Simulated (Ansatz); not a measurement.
# GaB3: a trial structure relaxed

Where does GaB3 go from the start given, Cu3Pd type (P4/mmm, No. 123)?

Method: DFT PBE, scalar-relativistic, plane waves, PAW, in Ansatz 0.2.0.

## Step 1: The system as given

It takes space group P4/mmm (No. 123, tetragonal). Conventional cell: a = 3.294 Å, b = 3.294 Å, c = 3.260 Å, α = 90.00°, β = 90.00°, γ = 90.00°. Ga (site symmetry 4/mmm) has 12 B at 2.32 to 2.33 Å as nearest neighbours. B (site symmetry mmm) has 4 Ga at 2.32 Å and 8 B at 2.32 to 2.33 Å as nearest neighbours. B (site symmetry 4/mmm) has 8 B at 2.32 Å and 4 Ga at 2.33 Å as nearest neighbours.

Structure file:

```
Ga B
1.0
     3.29388    0.00000    0.00000
     0.00000    3.29388    0.00000
     0.00000    0.00000    3.26003
Ga B
1 3
Direct
  0.00000 0.00000 0.00000
  0.00000 0.50000 0.50000
  0.50000 0.00000 0.50000
  0.50000 0.50000 0.00000
```

(A quick probe on a coarse mesh, which set the mesh and smearing, is not shown.)

## Step 3: Full relaxation

input.yaml

```yaml
crystal:
  lattice:
    - [3.2938836355, 0.0, 0.0]
    - [0.0, 3.2938836355, 0.0]
    - [0.0, 0.0, 3.260027109]
  atoms:
    - { symbol: Ga, position: [0.0, 0.0, 0.0] }
    - { symbol: B, position: [0.0, 0.5, 0.5] }
    - { symbol: B, position: [0.5, 0.0, 0.5] }
    - { symbol: B, position: [0.5, 0.5, 0.0] }
basis:
  ecutwfc: 420
kpoints:
  mp_grid: { grid: [14, 14, 14] }
hamiltonian:
  xc: pbe
scf:
  occupations: { method: gaussian, width: 0.1 }
output:
  forces: true
  stress: true
  eigenvalues: true
relax:
  adjacent_minimum: "off"
  f_tol: 0.01
  max_steps: 80
  cell: { stress_tol: 0.05 }
```

Command:

```
ansatz run input.yaml --threads 1 --pin off --max-ram 2560MiB --backend cpu --events-out ev --progress --plain --runs-dir out
```

Before running it: what results should come out?

As calculated:

Formation energies count from the elements, computed with the same settings in runs not shown here.

```
                          quantity                                                                      value
                              cell  a = 3.280 Å, b = 3.280 Å, c = 3.280 Å, α = 90.00°, β = 90.00°, γ = 90.00°
                       space group                                                            Pm-3m (No. 221)
                            volume                                                               8.83 Å³/atom
                   gap on the mesh                                                               none (metal)
formation energy from the elements                                                             +1.634 eV/atom
```

What this shows: The structure ended in another space group than at the start: P4/mmm to Pm-3m. The formation energy of +1.63 eV/atom is positive, so the elements lie lower than this structure; another structure of the compound can lie lower.
